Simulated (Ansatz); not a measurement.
**Si₃H₈O₂: one species, many methods**

One table from this session's results is given with a row withheld; the runs are named, their logs left out.

Program: Ansatz 0.2.0, Gaussian basis. Level of theory: functionals in def2-TZVPP, the program's frozen cores in correlated methods. These are calculated values, not measurements.

The runs, in order: LDA (SPW92), PBE-D4, revPBE-D4, BLYP-D4, r2SCAN-D4, B97M-V, PBE0-D4, B3LYP-D4, r2SCANh-D4, r2SCAN0-D4, HSE06-D4, BHLYP-D4, CAM-B3LYP-D4, LC-ωPBE, ωB97X-V, ωB97M-V, B2PLYP, PBE-QIDH; CCSD(T)/def2-SVP; CCSD(T)/def2-TZVPP; MP2/def2-QZVPP; extrapolation to the limit; RPA on PBE.

### The geometry

The geometry comes from an earlier relaxation with PBE0-D4 in a triple-zeta def2 set; it is a stationary point, not always the lowest conformer.

SMILES `O[SiH]([SiH3])O[SiH3]`, 13 atoms, charge 0, spin multiplicity 1.

Atoms are counted from 1 here; the program's logs count them from 0.

Bond lengths: O1–Si2 1.642 Å, O1–H6 0.958 Å, Si2–Si3 2.352 Å, Si2–O4 1.635 Å, Si2–H7 1.481 Å, Si3–H8 1.491 Å, Si3–H9 1.488 Å, Si3–H10 1.489 Å, O4–Si5 1.634 Å, Si5–H11 1.488 Å, Si5–H12 1.484 Å, Si5–H13 1.483 Å. Angles: Si2–O1–H6 118.4°, O1–Si2–Si3 111.0°, O1–Si2–O4 111.1°, O1–Si2–H7 104.3°, Si3–Si2–O4 109.0°, Si3–Si2–H7 113.1°, O4–Si2–H7 108.2°, Si2–Si3–H8 110.0°, Si2–Si3–H9 110.4°, Si2–Si3–H10 111.3°, H8–Si3–H9 108.2°, H8–Si3–H10 108.3°, H9–Si3–H10 108.7°, Si2–O4–Si5 148.3°, O4–Si5–H11 109.9°, O4–Si5–H12 109.2°, O4–Si5–H13 109.5°, H11–Si5–H12 109.2° and more.

Set-up of the first run:

Contents of in.yaml:

```yaml
crystal:
  periodic: [false, false, false]
  atoms:
    - {symbol: O, position_ang: [-1.834547, 1.566366, 0.607842]}
    - {symbol: Si, position_ang: [-0.493975, 1.117189, -0.227415]}
    - {symbol: Si, position_ang: [-0.935664, -0.750801, -1.586878]}
    - {symbol: O, position_ang: [0.739177, 0.759111, 0.784792]}
    - {symbol: Si, position_ang: [1.785365, -0.356462, 1.360577]}
    - {symbol: H, position_ang: [-2.301734, 0.898792, 1.111892]}
    - {symbol: H, position_ang: [-0.122221, 2.324518, -1.000019]}
    - {symbol: H, position_ang: [-1.478309, -1.866083, -0.759230]}
    - {symbol: H, position_ang: [-1.944804, -0.408447, -2.625665]}
    - {symbol: H, position_ang: [0.300690, -1.230715, -2.262984]}
    - {symbol: H, position_ang: [1.521580, -1.675379, 0.723482]}
    - {symbol: H, position_ang: [1.609591, -0.478652, 2.829151]}
    - {symbol: H, position_ang: [3.175151, 0.065763, 1.059156]}
basis:
  gaussian: {orbitals: def2-TZVPP}
hamiltonian: {xc: lda}
output: {orbitals: {seedname: orbitals}}
```

Started as:

```sh
ansatz run in.yaml --threads 2 --pin off --events-out ev --progress --plain --max-ram 32768MiB --backend cpu
```

Among the steps run: LDA; PBE-D4 (GGA); revPBE-D4 (GGA); BLYP-D4 (GGA); r2SCAN-D4 (meta-GGA); B97M-V (meta-GGA); PBE0-D4 (hybrid); B3LYP-D4 (hybrid); r2SCANh-D4 (hybrid); r2SCAN0-D4 (hybrid); HSE06-D4 (hybrid); BHLYP-D4 (hybrid); CAM-B3LYP-D4 (range-separated); LC-ωPBE (range-separated); ωB97X-V (range-separated); ωB97M-V (range-separated); B2PLYP (double hybrid); PBE-QIDH (double hybrid).

One table of the session follows, with a row left open; its other results are not shown here.

It belongs to the step «Orbital energies across the functionals». 

| functional | HOMO (eV) | gap (eV) |
| --- | --- | --- |
| LDA (SPW92) | -6.66 | 5.24 |
| PBE-D4 | -6.57 | 5.40 |
| revPBE-D4 | -6.53 | 5.47 |
| BLYP-D4 | -6.47 | 5.44 |
| r2SCAN-D4 | -6.85 | 5.99 |
| B97M-V | -6.99 | 5.87 |
| PBE0-D4 | -7.79 | 7.46 |
| B3LYP-D4 | -7.60 | 7.08 |
| r2SCANh-D4 | -7.30 | 6.73 |
| r2SCAN0-D4 | -7.97 | 7.82 |
| HSE06-D4 | -7.39 | 6.69 |
| BHLYP-D4 | ? | ? |
| CAM-B3LYP-D4 | -9.11 | 9.78 |
| LC-ωPBE | -10.39 | 12.21 |
| ωB97X-V | -10.08 | 11.75 |
| ωB97M-V | -9.87 | 11.21 |

Q: Estimate the row for BHLYP-D4 from the others.

Worked estimate for «HOMO (eV)». Against the share of exact exchange, BLYP-D4 (0, -6.47), B3LYP-D4 (0.2, -7.60) give a slope of -5.65 per unit share; at 0.5 the line stands at -9.29.

The run gave: HOMO (eV): -8.94; gap (eV): 9.48. In «HOMO (eV)» the line misses by -0.35.
